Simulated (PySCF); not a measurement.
# H4HoN2 (Ho(NH2)2+): the cost of one run

Program: PySCF 2.14.0. Level of theory: PBE0, Ho lcecp-1-SVP with ECP56, N def2-SVP, H def2-SVP; scalar-relativistic core potentials, no spin–orbit coupling. These are calculated values, not measurements.

1 further run of the same task is left out (for a known fault of the program).

### Step 1. Where the work starts

7 atoms, charge 1, spin multiplicity 1.

Bond lengths: Ho1–N2 2.246 Å, Ho1–N5 2.246 Å, N2–H3 1.018 Å, N2–H4 1.018 Å, N5–H6 1.018 Å, N5–H7 1.018 Å. Angles: N2–Ho1–N5 131.8°, Ho1–N2–H3 125.4°, Ho1–N2–H4 125.4°, H3–N2–H4 109.2°, Ho1–N5–H6 125.4°, Ho1–N5–H7 125.4°, H6–N5–H7 109.2°.

As a file:

```xyz
7

Ho    0.0000    0.0000    0.0000
N     2.0496    0.0000    0.9173
H     2.5881   -0.8300    1.1583
H     2.5881    0.8300    1.1583
N    -2.0496    0.0000    0.9173
H    -2.5881    0.8300    1.1583
H    -2.5881   -0.8300    1.1583
```

Formal oxidation states: Ho +3. Each metal's 10 4f electrons lie in its core potential, so multiplicities, spins and levels count the valence alone.

### Step 2. SCF at the start, singlet

run.py (the lines that set the calculation) reads:

```python
mol = gto.M(atom='''
Ho     0.00000     0.00000     0.00000
N      2.04960     0.00000     0.91730
H      2.58810    -0.83000     1.15830
H      2.58810     0.83000     1.15830
N     -2.04960     0.00000     0.91730
H     -2.58810     0.83000     1.15830
H     -2.58810    -0.83000     1.15830''',
    basis={'Ho': 'lcecp-1-SVP', 'N': 'def2-SVP', 'H': 'def2-SVP'},
    ecp={'Ho': 'lcecp-1-SVP'},
    charge=1, spin=0)
mf = dft.RKS(mol, xc='PBE0')
mf.grids.atom_grid = (50, 194)  # f atoms: unpruned, at least (60, 302)
mf = mf.density_fit()  # fitting sets: Ho AutoAux, N def2-universal-JKFIT, H def2-universal-JKFIT
mf.conv_tol = 1e-08; mf.max_cycle = 55
mf.kernel(dm0)  # dm0: free metal ions and neutral atoms
```

Launch:

```console
OMP_NUM_THREADS=2 python run.py
```

What time and memory should one allow on 2 threads of Arm Neoverse V1, shared host?

About 2.3 s, with a peak of 0.48 GiB.
